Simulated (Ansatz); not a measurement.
# GaH4NO: the cost of one run

Method: RKS PBE0-D4/def2-SVP, in Ansatz 0.2.0.

### Step 1. Starting point

Bond lengths: Ga1–O2 1.790 Å, O2–H3 1.010 Å, Ga1–H4 1.570 Å, Ga1–N5 1.930 Å, N5–H6 1.060 Å, N5–H7 1.060 Å. Angles: Ga1–O2–H3 109.5°, O2–Ga1–H4 120.0°, O2–Ga1–N5 120.0°, H4–Ga1–N5 120.0°, Ga1–N5–H6 120.0°, Ga1–N5–H7 120.0°, H6–N5–H7 120.0°.

Structure file:

```xyz
7

Ga    0.0000    0.0000    0.0000
O     0.0000    0.0000    1.7900
H    -0.9095   -0.2814    2.1271
H     1.3596    0.0000   -0.7850
N    -1.6714    0.0000   -0.9650
H    -2.3403   -0.8164   -0.8664
H    -1.9204    0.8164   -1.5936
```

### Step 2. Preparing the start

input.yaml

```yaml
crystal:
  periodic: [false, false, false]
  atoms:
    - { symbol: Ga, position_ang: [0.0, 0.0, 0.0] }
    - { symbol: O, position_ang: [0.0, 0.0, 1.79] }
    - { symbol: H, position_ang: [-0.9095, -0.2814, 2.1271] }
    - { symbol: H, position_ang: [1.3596, 0.0, -0.785] }
    - { symbol: "N", position_ang: [-1.6714, 0.0, -0.965] }
    - { symbol: H, position_ang: [-2.3403, -0.8164, -0.8664] }
    - { symbol: H, position_ang: [-1.9204, 0.8164, -1.5936] }
basis:
  gaussian: { orbitals: def2-SVP }
hamiltonian:
  xc: pbe0
  dispersion: d4
relax:
  f_tol: 0.02
  max_steps: 40
```

The run is started by

```sh
ansatz run input.yaml --threads 1 --pin off --max-ram 2048MiB --backend cpu --events-out ev --progress --plain --runs-dir out
```

Q: Estimate wall time and peak memory on 1 thread of Arm Neoverse V2, shared host.

About 23 s, with a peak of 0.15 GiB.
